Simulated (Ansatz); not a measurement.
# BrClFH5HfN2: the cost of one run

Program: Ansatz 0.2.0. Level of theory: RKS PBE/def2-SVP. These are calculated values, not measurements.

## (1) Starting point

Bond lengths: Hf1–Cl2 2.870 Å, Hf1–N3 2.210 Å, N3–H4 1.060 Å, N3–H5 1.060 Å, Hf1–N6 2.208 Å, N6–H7 1.060 Å, N6–H8 1.060 Å, Hf1–F9 1.979 Å, Hf1–Br10 3.000 Å. Angles (14 of 16 angles, heavy atoms first): Cl2–Hf1–N3 109.4°, Cl2–Hf1–N6 109.5°, Cl2–Hf1–F9 109.5°, Cl2–Hf1–Br10 71.6°, N3–Hf1–N6 109.5°, N3–Hf1–F9 109.5°, N3–Hf1–Br10 178.9°, N6–Hf1–F9 109.5°, N6–Hf1–Br10 69.8°, F9–Hf1–Br10 70.1°, Hf1–N3–H4 120.0°, Hf1–N3–H5 120.0°, Hf1–N6–H7 120.0°, Hf1–N6–H8 120.0°.

Coordinates:

```xyz
11

Hf    0.0000    0.0000    0.0000
Cl    0.0000    0.0000    2.8700
N     2.0840    0.0000   -0.7359
H     2.5823   -0.9180   -0.9166
H     2.5853    0.9180   -0.9082
N    -1.0409    1.8034   -0.7359
H    -2.0610    1.7482   -1.0186
H    -0.5204    2.7241   -0.8065
F    -0.9326   -1.6157   -0.6593
Br   -2.8469    0.0091    0.9460
H    -1.5885    0.0051    2.3396
```

## (2) Pulling towards end A

Springs on the bonds that form and break draw the guess towards this end; the thresholds are loose.

Input file input.yaml:

```yaml
crystal:
  periodic: [false, false, false]
  atoms:
    - { symbol: Hf, position_ang: [0.0, 0.0, 0.0] }
    - { symbol: Cl, position_ang: [0.0, 0.0, 2.87] }
    - { symbol: "N", position_ang: [2.084, 0.0, -0.7359] }
    - { symbol: H, position_ang: [2.5823, -0.918, -0.9166] }
    - { symbol: H, position_ang: [2.5853, 0.918, -0.9082] }
    - { symbol: "N", position_ang: [-1.0409, 1.8034, -0.7359] }
    - { symbol: H, position_ang: [-2.061, 1.7482, -1.0186] }
    - { symbol: H, position_ang: [-0.5204, 2.7241, -0.8065] }
    - { symbol: F, position_ang: [-0.9326, -1.6157, -0.6593] }
    - { symbol: Br, position_ang: [-2.8469, 0.0091, 0.946] }
    - { symbol: H, position_ang: [-1.5885, 0.0051, 2.3396] }
basis:
  gaussian: { orbitals: def2-SVP }
hamiltonian:
  xc: pbe
relax:
  f_tol: 0.15
  max_steps: 25
  restrain:
    - { distance: [0, 9], at: 3.9, k: 30.0 }
    - { distance: [10, 1], at: 2.57, k: 30.0 }
    - { distance: [0, 1], at: 2.52, k: 30.0 }
    - { distance: [10, 9], at: 1.55, k: 30.0 }
output:
  orbitals: {}
```

Run with:

```console
> ansatz run input.yaml --threads 4 --pin off --max-ram 5120MiB --backend cpu --events-out ev --progress --plain --runs-dir out
```

What time and memory should one allow on 4 threads of Arm Neoverse V1, shared host?

About 37 s, with a peak of 0.24 GiB.
